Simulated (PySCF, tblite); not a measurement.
# Si₅H₁₀O: geometry, infrared bands and NMR shifts

Aim: predict the infrared bands and NMR shifts of Si₅H₁₀O (`O1[SiH2][SiH2][SiH2][SiH2][SiH2]1`).

Programs: tblite 0.8.0 and PySCF 2.14.0, with density-fitted response routines of our own. Each step states its level of theory. These are calculated values for one molecule in the gas phase, unless marked as measured. Atoms are numbered from 0 throughout.

## 1. The molecule as given

16 atoms, charge 0, multiplicity 1; geometry from: force field or distance geometry start.

Bonds of the start (Å): O0–Si1 1.74, Si1–Si2 2.25, Si2–Si3 2.23, Si3–Si4 2.24, Si4–Si5 2.25, Si5–O0 1.71, Si1–H6 1.47, Si1–H7 1.45, Si2–H8 1.45, Si2–H9 1.47, Si3–H10 1.48, Si3–H11 1.49, Si4–H12 1.46, Si4–H13 1.46, Si5–H14 1.47, Si5–H15 1.47.

## 2. Relaxing the molecule with GFN2-xTB

Job settings and geometry (Å):

```
{"job": {"kind": "relax", "xc": "GFN2-xTB", "basis": "xTB"}, "charge": 0, "multiplicity": 1}
O     -0.242500     1.656900     0.923400
Si    -1.640400     1.153000     0.017600
Si    -1.607900    -1.084400    -0.233000
Si     0.292000    -1.734400     0.737300
Si     1.862800    -0.487000    -0.253300
Si     1.174300     1.640800    -0.041700
H     -1.599700     1.836000    -1.283300
H     -2.812500     1.619800     0.741000
H     -2.784800    -1.734700     0.319500
H     -1.429200    -1.330300    -1.671100
H      0.527100    -3.180100     0.541200
H      0.269800    -1.462300     2.200200
H      1.799500    -0.820400    -1.675900
H      3.179700    -0.700800     0.334700
H      0.819400     2.215800    -1.350700
H      2.184700     2.421300     0.682800
```

Run with:

```sh
$ OMP_NUM_THREADS=1 python probes_run.py task.json out
```

One launch serves the whole session: the jobs run in the order shown.

**Question.** This job is followed by: GFN2-xTB harmonic vibrations, gas phase; GIAO PBE0/pcSseg-1 NMR shielding, non-relativistic, gas phase. Predict these results of the whole session: strongest single infrared mode (GFN2-xTB); zero-point energy (GFN2-xTB); ¹H shifts against TMS (PBE0/pcSseg-1, means over atoms taken as alike); ¹⁷O shifts against H2O (PBE0/pcSseg-1); ²⁹Si shifts against TMS (PBE0/pcSseg-1, means over atoms taken as alike).

**Answer**, as computed:

| quantity | value |
| --- | --- |
| strongest single infrared mode (GFN2-xTB) | 2192 cm⁻¹, 1196 km/mol |
| zero-point energy (GFN2-xTB) | 53.7 kcal/mol |
| ¹H shifts against TMS (PBE0/pcSseg-1, means over atoms taken as alike) | 5.73, 3.84, 3.33 ppm |
| ¹⁷O shifts against H2O (PBE0/pcSseg-1) | -4.8 ppm |
| ²⁹Si shifts against TMS (PBE0/pcSseg-1, means over atoms taken as alike) | -26.2, -131.1, -139.5 ppm |

**Reading.** Relaxing lowered the energy by 1.053 eV in 100 steps; the close pair that moved most is O0–Si1, from 1.740 to 1.629 Å. All 42 modes are real, so the xTB geometry is a minimum. The strongest single mode, at 2192 cm⁻¹, moves mainly H7 and H15. Unscaled tight-binding wavenumbers are off by several per cent, some by more. Its intensities can rank the bands wrongly. At PBE0/pcSseg-1: The largest span, 211 ppm, is at O0, where the paramagnetic term is -61 ppm.
